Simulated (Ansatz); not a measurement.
The system is MnSb4.

```xyz
5
Lattice="3.0805 0.0000 0.0000 0.0000 3.0805 0.0000 0.0000 0.0000 14.9942" Properties=species:S:1:pos:R:3 pbc="T T T"
Sb    0.0000    0.0000   12.2905
Sb    0.0000    0.0000    9.0048
Sb    0.0000    0.0000    5.9894
Sb    0.0000    0.0000    2.7037
Mn    0.0000    0.0000    0.0000
```

The cell comes from a database or a generator and needn't be the stable form of this composition.

Base run:

| Property | Result |
| --- | --- |
| Program | Ansatz 0.2.0 |
| Functional | LDA |
| Potentials or basis | Ansatz PAW |
| Cutoff | 420 eV (not typed: the program's choice for these potentials) |
| k mesh | 9 × 9 × 2 |
| Occupations | fermi-dirac, width 0.05 eV |
| Spin | collinear spin, ferromagnetic start |
| Starting moments | [0.0, 0.0, 0.0, 0.0, 4.0] μB |
| Hubbard terms | Mn d U = 5 eV |

Its results: band gap on the k mesh none (metal or under the smearing width); pressure -2.0 GPa; net moment 4.74 μB per cell; site moments Sb -0.02, +0.01; Mn +4.40 μB; largest force 0.490 eV/Å.

Q: The run is repeated on the same cell with these changes: hubbard terms from Mn d U = 5 eV to none; hubbard projectors from ortho-atomic (the default) to none. What comes out?

A: Band gap on the k mesh none (metal or under the smearing width); pressure -4.5 GPa; net moment 3.96 μB per cell; site moments Sb -0.02, +0.00; Mn +3.76 μB; largest force 0.157 eV/Å.

Caveats: a cell with one magnetic atom can't hold antiferromagnetic order, which such compounds often take; the PAW data sets come from PBE, with cores solved anew for the run's functional, which leaves a small shift of forces and pressure; the density of states is complete only up to the lowest level of the last band computed; the magnetic or orbital state may not be the lowest (some runs); the U is typed as a test and isn't derived for this compound (some runs).
